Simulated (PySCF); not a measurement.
# GaF3 (GaF₃): fields and orbitals, part 2 of 2

For GaF3 (GaF₃), the scripts below see where an electron leaves and enters and analyse its density (charges, bond critical points, surface potential).

PySCF 2.14.0; Gaussian basis, gas phase. Earlier steps stand in the parts before.

### Step 4. Density, bond paths and surface potential (PBE0/def2-svp)

Input file input.py:

```python
import numpy as np
from pyscf import gto, scf, dft
from pyscf.scf import atom_ks, atom_hf
from scipy.linalg import block_diag

def solve(mol, dm0=None, hcore=None):
    mf = (dft.UKS if mol.spin else dft.RKS)(mol, xc='pbe0')
    mf.grids.level = 3
    mf = mf.density_fit(auxbasis='def2-universal-jkfit')
    mf.conv_tol, mf.max_cycle = 1e-8, 80
    if hcore is not None:
        mf.get_hcore = lambda *args: hcore
    mf.kernel(dm0)
    if not mf.converged:
        mf = mf.newton().run(mf.mo_coeff, mf.mo_occ, max_cycle=30)
    assert mf.converged, 'SCF not converged'
    return mf

mol = gto.M(atom='''
Ga     0.00050     0.00034     0.00000
F     -0.44959    -1.67290     0.00000
F     -1.22576     1.22439     0.00000
F      1.67363     0.44735     0.00000
''', basis='def2-svp', charge=0, spin=0, verbose=4)
mf = solve(mol)
mf.analyze()
# spherically averaged free atoms, for the promolecule
atm = atom_ks.get_atm_nrks(mol, xc='pbe0')
pro = block_diag(*[(atm[a[0]][2] * atm[a[0]][3]) @ atm[a[0]][2].T for a in mol._atom])
np.savez('result.npz', e=mf.e_tot, c=mf.mo_coeff, occ=mf.mo_occ, eps=mf.mo_energy, pro=pro, dip=mf.dip_moment(verbose=0), s2=mf.spin_square()[0])
```

On the command line:

```sh
OMP_NUM_THREADS=1 python input.py
```

The program printed:

```text
[ENV] PYSCF_TMPDIR <dir>
[ENV] PYSCF_MAX_MEMORY 1375
[INPUT] verbose = 4
[INPUT] num. atoms = 4
[INPUT] num. electrons = 58
[INPUT] charge = 0
[INPUT] spin (= nelec alpha-beta = 2S) = 0
[INPUT] symmetry False subgroup None
[INPUT] Mole.unit = angstrom
[INPUT] Symbol           X                Y                Z      unit          X                Y                Z       unit  Magmom
[INPUT]  1 Ga     0.000500000000   0.000340000000   0.000000000000 AA    0.000944863062   0.000642506882   0.000000000000 Bohr   0.0
[INPUT]  2 F     -0.449590000000  -1.672900000000   0.000000000000 AA   -0.849601968343  -3.161322833785   0.000000000000 Bohr   0.0
[INPUT]  3 F     -1.225760000000   1.224390000000   0.000000000000 AA   -2.316350694447   2.313761769656   0.000000000000 Bohr   0.0
[INPUT]  4 F      1.673630000000   0.447350000000   0.000000000000 AA    3.162702333856   0.845368981824   0.000000000000 Bohr   0.0

nuclear repulsion = 298.525982151884
number of shells = 30
number of NR pGTOs = 146
number of NR cGTOs = 74
basis = def2-svp
ecp = {}

******** <class 'pyscf.df.df_jk.DFRKS'> ********
method = DFRKS
initial guess = minao
damping factor = 0
level_shift factor = 0
DIIS = <class 'pyscf.scf.diis.CDIIS'>
diis_start_cycle = 1
diis_space = 8
diis_damp = 0
SCF conv_tol = 1e-08
SCF conv_tol_grad = None
SCF max_cycles = 80
direct_scf = False
XC library pyscf.dft.libxc version 7.0.0
    S. Lehtola, C. Steigemann, M. J.T. Oliveira, and M. A.L. Marques.,  SoftwareX 7, 1–5 (2018)
XC functionals = pbe0
    C. Adamo and V. Barone.,  J. Chem. Phys. 110, 6158 (1999)
    M. Ernzerhof and G. E. Scuseria.,  J. Chem. Phys. 110, 5029 (1999)
radial grids:
    Treutler-Ahlrichs [JCP 102, 346 (1995); DOI:10.1063/1.469408] (M4) radial grids

becke partition: Becke, JCP 88, 2547 (1988); DOI:10.1063/1.454033
pruning grids: <function nwchem_prune at 0xf4c707097600>
grids dens level: 3
symmetrized grids: False
atomic radii adjust function: <function treutler_atomic_radii_adjust at 0xf4c7070cc540>
small_rho_cutoff = 0
Set gradient conv threshold to 0.0001
Initial guess from minao.
tot grids = 63696
******** <class 'pyscf.df.df.DF'> ********
auxbasis = def2-universal-jkfit
init E= -2222.97280992731
  HOMO = -0.515251114234999  LUMO = -0.131275296197484  gap/eV = 10.44851
cycle= 1 E= -2223.26576424052  delta_E= -0.293  |g|= 1.11  |ddm|= 2.37
  HOMO = -0.282806523446287  LUMO = -0.0717002469135664  gap/eV = 5.74449
cycle= 2 E= -2222.85140458434  delta_E= 0.414  |g|= 1.97  |ddm|= 2.21
  HOMO = -0.426205215595018  LUMO = -0.0902294681572386  gap/eV = 9.14237
cycle= 3 E= -2223.4743244482  delta_E= -0.623  |g|= 0.0365  |ddm|= 1.42
  HOMO = -0.420058176163467  LUMO = -0.0847684911379387  gap/eV = 9.12370
cycle= 4 E= -2223.47440110986  delta_E= -7.67e-05  |g|= 0.0317  |ddm|= 0.0306
  HOMO = -0.422016516935834  LUMO = -0.0855237843765662  gap/eV = 9.15643
cycle= 5 E= -2223.47451220274  delta_E= -0.000111  |g|= 0.00194  |ddm|= 0.0131
  HOMO = -0.422094938959748  LUMO = -0.0854015965716872  gap/eV = 9.16189
cycle= 6 E= -2223.47451272625  delta_E= -5.24e-07  |g|= 0.000458  |ddm|= 0.00123
  HOMO = -0.422094182870943  LUMO = -0.0853657344837879  gap/eV = 9.16285
cycle= 7 E= -2223.47451273469  delta_E= -8.44e-09  |g|= 0.000404  |ddm|= 0.000538
  HOMO = -0.422091968518095  LUMO = -0.0853623231996719  gap/eV = 9.16288
cycle= 8 E= -2223.4745127616  delta_E= -2.69e-08  |g|= 4.27e-05  |ddm|= 0.000258
  HOMO = -0.422092647001673  LUMO = -0.0853668354731107  gap/eV = 9.16278
cycle= 9 E= -2223.47451276193  delta_E= -3.24e-10  |g|= 1.79e-06  |ddm|= 4.46e-05
  HOMO = -0.422092093354287  LUMO = -0.0853664699488799  gap/eV = 9.16277
Extra cycle  E= -2223.47451276193  delta_E= -5.46e-12  |g|= 2.09e-06  |ddm|= 2.85e-06
converged SCF energy = -2223.47451276193
**** SCF Summaries ****
Total Energy =                       -2223.474512761932147
Nuclear Repulsion Energy =             298.525982151884477
One-electron Energy =                -3696.598685731610203
Two-electron Energy =                 1174.598190817793920
Two-electron Coulomb Energy =         1280.655694484358037
DFT Exchange-Correlation Energy =     -106.057503666564145
HOMO-LUMO gap [eV] =                     9.162770921309670
**** MO energy ****
MO #1   energy= -372.942777745062  occ= 2
MO #2   energy= -46.1056389461057  occ= 2
MO #3   energy= -40.8350525783954  occ= 2
MO #4   energy= -40.8289605673169  occ= 2
MO #5   energy= -40.8289494510005  occ= 2
MO #6   energy= -24.7683424491706  occ= 2
MO #7   energy= -24.768086730685   occ= 2
MO #8   energy= -24.768000308817   occ= 2
MO #9   energy= -5.64364863267906  occ= 2
MO #10  energy= -3.92091530936418  occ= 2
MO #11  energy= -3.90898718043278  occ= 2
MO #12  energy= -3.90897743950928  occ= 2
MO #13  energy= -1.18651624506044  occ= 2
MO #14  energy= -1.17847994565958  occ= 2
MO #15  energy= -1.17821389870092  occ= 2
MO #16  energy= -0.94250466098574  occ= 2
MO #17  energy= -0.942500315880923 occ= 2
MO #18  energy= -0.939227589665424 occ= 2
MO #19  energy= -0.927965015479717 occ= 2
MO #20  energy= -0.92794590581847  occ= 2
MO #21  energy= -0.538128471781322 occ= 2
MO #22  energy= -0.476419293387276 occ= 2
MO #23  energy= -0.476264481761399 occ= 2
MO #24  energy= -0.454058183983227 occ= 2
MO #25  energy= -0.429182318825126 occ= 2
MO #26  energy= -0.428948325422929 occ= 2
MO #27  energy= -0.427927734617973 occ= 2
MO #28  energy= -0.427860244319721 occ= 2
MO #29  energy= -0.422092093354287 occ= 2
MO #30  energy= -0.0853664699488799 occ= 0
MO #31  energy= -0.0312818742667029 occ= 0
MO #32  energy= 0.0858926621871761 occ= 0
MO #33  energy= 0.0861981303771623 occ= 0
MO #34  energy= 0.149897659402216  occ= 0
MO #35  energy= 0.243110722455287  occ= 0
MO #36  energy= 0.332431126560409  occ= 0
MO #37  energy= 0.332894724887954  occ= 0
MO #38  energy= 0.404091115019302  occ= 0
MO #39  energy= 0.40436116609954   occ= 0
MO #40  energy= 0.431005738904811  occ= 0
MO #41  energy= 0.651925156253344  occ= 0
MO #42  energy= 0.652198940126366  occ= 0
MO #43  energy= 1.17942141723444   occ= 0
MO #44  energy= 1.24983636584988   occ= 0
MO #45  energy= 1.26991153221266   occ= 0
MO #46  energy= 1.27014488759764   occ= 0
MO #47  energy= 1.27120090133182   occ= 0
MO #48  energy= 1.27121604232731   occ= 0
MO #49  energy= 1.28518674439822   occ= 0
MO #50  energy= 1.39035753683807   occ= 0
MO #51  energy= 1.39073132534372   occ= 0
MO #52  energy= 1.70063931860926   occ= 0
MO #53  energy= 1.70113072841728   occ= 0
MO #54  energy= 1.75678375825815   occ= 0
MO #55  energy= 1.96893457454302   occ= 0
MO #56  energy= 1.99297959782001   occ= 0
MO #57  energy= 1.99301670936945   occ= 0
MO #58  energy= 1.99815929648381   occ= 0
MO #59  energy= 1.99840671096867   occ= 0
MO #60  energy= 3.04626622634517   occ= 0
MO #61  energy= 3.07936138886928   occ= 0
MO #62  energy= 3.0804577213107    occ= 0
MO #63  energy= 3.08062871725772   occ= 0
MO #64  energy= 3.08412844499579   occ= 0
MO #65  energy= 3.08438272930801   occ= 0
MO #66  energy= 3.09200732095612   occ= 0
MO #67  energy= 3.11077862915066   occ= 0
MO #68  energy= 3.14789342907162   occ= 0
MO #69  energy= 3.14807291939316   occ= 0
MO #70  energy= 3.22670792647796   occ= 0
MO #71  energy= 3.2274533432522    occ= 0
MO #72  energy= 3.35607048394407   occ= 0
MO #73  energy= 3.5781143565921    occ= 0
MO #74  energy= 3.57837374140021   occ= 0
 ** Mulliken pop on meta-lowdin orthogonal AOs  **
 ** Mulliken pop  **
pop of  0 Ga 1s           1.99999
pop of  0 Ga 2s           1.99983
pop of  0 Ga 3s           1.99345
pop of  0 Ga 4s           0.65248
pop of  0 Ga 5s           0.01937
pop of  0 Ga 2px          1.99999
pop of  0 Ga 2py          1.99999
pop of  0 Ga 2pz          2.00000
pop of  0 Ga 3px          1.99994
pop of  0 Ga 3py          1.99994
pop of  0 Ga 3pz          1.99989
pop of  0 Ga 4px          0.35671
pop of  0 Ga 4py          0.35661
pop of  0 Ga 4pz          0.26334
pop of  0 Ga 5px          0.02018
pop of  0 Ga 5py          0.02017
pop of  0 Ga 5pz          0.00169
pop of  0 Ga 3dxy         1.99890
pop of  0 Ga 3dyz         1.99977
pop of  0 Ga 3dz^2        1.99574
pop of  0 Ga 3dxz         1.99977
pop of  0 Ga 3dx2-y2      1.99890
pop of  0 Ga 4dxy         0.00588
pop of  0 Ga 4dyz         0.00601
pop of  0 Ga 4dz^2        0.00056
pop of  0 Ga 4dxz         0.00602
pop of  0 Ga 4dx2-y2      0.00588
pop of  0 Ga 5dxy         0.00254
pop of  0 Ga 5dyz         0.00395
pop of  0 Ga 5dz^2        0.00018
pop of  0 Ga 5dxz         0.00395
pop of  0 Ga 5dx2-y2      0.00255
pop of  1 F 1s            1.99996
pop of  1 F 2s            1.84993
pop of  1 F 3s            0.00200
pop of  1 F 2px           1.91738
pop of  1 F 2py           1.75098
pop of  1 F 2pz           1.90407
pop of  1 F 3px           0.00035
pop of  1 F 3py           0.00065
pop of  1 F 3pz           0.00049
pop of  1 F 3dxy          0.00081
pop of  1 F 3dyz          0.00062
pop of  1 F 3dz^2         0.00037
pop of  1 F 3dxz          0.00005
pop of  1 F 3dx2-y2       0.00107
pop of  2 F 1s            1.99996
pop of  2 F 2s            1.84991
pop of  2 F 3s            0.00200
pop of  2 F 2px           1.83384
pop of  2 F 2py           1.83446
pop of  2 F 2pz           1.90408
pop of  2 F 3px           0.00050
pop of  2 F 3py           0.00050
pop of  2 F 3pz           0.00049
pop of  2 F 3dxy          0.00121
pop of  2 F 3dyz          0.00033
pop of  2 F 3dz^2         0.00037
pop of  2 F 3dxz          0.00033
pop of  2 F 3dx2-y2       0.00067
pop of  3 F 1s            1.99996
pop of  3 F 2s            1.84971
pop of  3 F 3s            0.00200
pop of  3 F 2px           1.75086
pop of  3 F 2py           1.91752
pop of  3 F 2pz           1.90402
pop of  3 F 3px           0.00065
pop of  3 F 3py           0.00034
pop of  3 F 3pz           0.00048
pop of  3 F 3dxy          0.00081
pop of  3 F 3dyz          0.00005
pop of  3 F 3dz^2         0.00037
pop of  3 F 3dxz          0.00062
pop of  3 F 3dx2-y2       0.00108
 ** Mulliken atomic charges  **
charge of    0Ga =      1.28586
charge of    1F =     -0.42872
charge of    2F =     -0.42866
charge of    3F =     -0.42848
Dipole moment(X, Y, Z, Debye):  0.00917,  0.00602,  0.00000
Spherically averaged atomic KS for {'F', 'Ga'}

******** <class 'pyscf.scf.atom_ks.AtomSphAverageRKS'> ********
method = AtomSphAverageRKS
initial guess = vsap
damping factor = 0
level_shift factor = 0
diis_start_cycle = 1
diis_space = 12
SCF conv_tol = 1e-09
SCF conv_tol_grad = None
SCF max_cycles = 50
direct_scf = True
direct_scf_tol = 1e-13
XC library pyscf.dft.libxc version 7.0.0
    S. Lehtola, C. Steigemann, M. J.T. Oliveira, and M. A.L. Marques.,  SoftwareX 7, 1–5 (2018)
XC functionals = pbe0
    C. Adamo and V. Barone.,  J. Chem. Phys. 110, 6158 (1999)
    M. Ernzerhof and G. E. Scuseria.,  J. Chem. Phys. 110, 5029 (1999)
radial grids:
    Treutler-Ahlrichs [JCP 102, 346 (1995); DOI:10.1063/1.469408] (M4) radial grids

becke partition: Becke, JCP 88, 2547 (1988); DOI:10.1063/1.454033
pruning grids: <function nwchem_prune at 0xf4c707097600>
grids dens level: 3
symmetrized grids: False
atomic radii adjust function: <function treutler_atomic_radii_adjust at 0xf4c7070cc540>
User specified grid scheme (100, 434)
small_rho_cutoff = 0
Set gradient conv threshold to 3.16228e-05
tot grids = 23144
init E= -1625.69481850738
cycle= 1 E= -1625.68302328172  delta_E= 0.0118  |g|=    0  |ddm|= 0.517
cycle= 2 E= -1625.63877920276  delta_E= 0.0442  |g|=    0  |ddm|= 0.832
cycle= 3 E= -1625.74347145584  delta_E= -0.105  |g|=    0  |ddm|= 0.413
cycle= 4 E= -1625.74297331082  delta_E= 0.000498  |g|=    0  |ddm|= 0.102
cycle= 5 E= -1625.74458531927  delta_E= -0.00161  |g|=    0  |ddm|= 0.0557
cycle= 6 E= -1625.74457972211  delta_E= 5.6e-06  |g|=    0  |ddm|= 0.0112
cycle= 7 E= -1625.7445969729  delta_E= -1.73e-05  |g|=    0  |ddm|= 0.00568
cycle= 8 E= -1625.74459690975  delta_E= 6.31e-08  |g|=    0  |ddm|= 0.00115
cycle= 9 E= -1625.74459710511  delta_E= -1.95e-07  |g|=    0  |ddm|= 0.000607
cycle= 10 E= -1625.74459710439  delta_E= 7.16e-10  |g|=    0  |ddm|= 0.000126
Extra cycle  E= -1625.74459710333  delta_E= 1.06e-09  |g|=    0  |ddm|= 0.000157
Atomic HF for atom  Ga  converged. SCF energy = -1625.74459710333

******** <class 'pyscf.scf.atom_ks.AtomSphAverageRKS'> ********
method = AtomSphAverageRKS
initial guess = vsap
damping factor = 0
level_shift factor = 0
diis_start_cycle = 1
diis_space = 12
SCF conv_tol = 1e-09
SCF conv_tol_grad = None
SCF max_cycles = 50
direct_scf = True
direct_scf_tol = 1e-13
XC library pyscf.dft.libxc version 7.0.0
    S. Lehtola, C. Steigemann, M. J.T. Oliveira, and M. A.L. Marques.,  SoftwareX 7, 1–5 (2018)
XC functionals = pbe0
    C. Adamo and V. Barone.,  J. Chem. Phys. 110, 6158 (1999)
    M. Ernzerhof and G. E. Scuseria.,  J. Chem. Phys. 110, 5029 (1999)
radial grids:
    Treutler-Ahlrichs [JCP 102, 346 (1995); DOI:10.1063/1.469408] (M4) radial grids

becke partition: Becke, JCP 88, 2547 (1988); DOI:10.1063/1.454033
pruning grids: <function nwchem_prune at 0xf4c707097600>
grids dens level: 3
symmetrized grids: False
atomic radii adjust function: <function treutler_atomic_radii_adjust at 0xf4c7070cc540>
User specified grid scheme (100, 434)
small_rho_cutoff = 0
Set gradient conv threshold to 3.16228e-05
tot grids = 25232
init E= 199.082441841531
cycle= 1 E= 199.081387341088  delta_E= -0.00105  |g|=    0  |ddm|= 0.0925
cycle= 2 E= 199.081315099635  delta_E= -7.22e-05  |g|=    0  |ddm|= 0.0393
cycle= 3 E= 199.081140384556  delta_E= -0.000175  |g|=    0  |ddm|= 0.0204
cycle= 4 E= 199.081139906872  delta_E= -4.78e-07  |g|=    0  |ddm|= 0.00329
cycle= 5 E= 199.08113872641  delta_E= -1.18e-06  |g|=    0  |ddm|= 0.00167
cycle= 6 E= 199.08113872351  delta_E= -2.9e-09  |g|=    0  |ddm|= 0.000258
cycle= 7 E= 199.081138716292  delta_E= -7.22e-09  |g|=    0  |ddm|= 0.000111
cycle= 8 E= 199.081138716262  delta_E= -3.04e-11  |g|=    0  |ddm|= 5.21e-06
Extra cycle  E= 199.08113871626  delta_E= -1.51e-12  |g|=    0  |ddm|= 5.76e-06
Atomic HF for atom  F  converged. SCF energy = 199.08113871626
```

It took 5.6 s on 1 thread of Arm Neoverse V1, shared host; peak memory 0.31 GiB.

### Step 5. What the saved matrices give

Deformation density: the molecule less spherical free atoms.

Ga1–F4, Ga1–F3 and Ga1–F2: −0.01 e/Å³ at the bond critical point (bond length 1.73 Å, Mayer order 1.0). In all, 1.1 electrons are displaced relative to the promolecule. A small or negative value marks a very polar bond or one between electron-rich atoms, whose free-atom densities already overlap strongly.

The highest Hirshfeld charge is on Ga1 (+0.79 e), the lowest on F2, F3 and F4 (−0.26 e).

Topology of the density (QTAIM).

4 nuclei, 3 bond, 0 ring and 0 cage critical points: 4 − 3 + 0 − 0 = 1, as the Poincaré–Hopf relation requires.

| bond | length (Å) | ρ (a.u.) | ∇²ρ (a.u.) | ε | H (a.u.) |
| --- | --- | --- | --- | --- | --- |
| Ga1–F4 (×3) | 1.732 | 0.130 | +1.01 | 0.00 | −0.002 |

Polar or intermediate (positive Laplacian, negative energy density H): ρ = 0.130, ∇²ρ = +1.01, H = −0.002 a.u.

On the 0.001 a.u. surface of the density.

Highest: 3.50 V, off the molecular plane, over Ga1 (1.8 Å), and at symmetry-equivalent points. Lowest: −0.84 V, 1.6 Å from F2, and at symmetry-equivalent points.

About 64 Å³; the dipole moment is 0.0 D.

### Step 6. Outcome

This closing draws on all 2 parts.

| quantity | value |
| --- | --- |
| vertical ionisation energy (TPSS/def2-svpd) | 13.66 eV |
| vertical electron affinity (TPSS/def2-svpd) | 0.71 eV |
| dipole moment (PBE0/def2-svp) | 0.01 D |
| HOMO, LUMO (PBE0/def2-svp) | -11.49, -2.32 eV |

In words: The ionisation energy from two SCF runs, 13.66 eV, lies 3.7 eV above −ε(HOMO) = 9.98 eV of the same level, TPSS/def2-svpd, since self-interaction lifts this functional's HOMO. At PBE0/def2-svp: The highest Hirshfeld charge is on Ga1 (+0.79 e), the lowest on F2, F3 and F4 (−0.26 e). All values hold at the given geometry, in the gas phase.
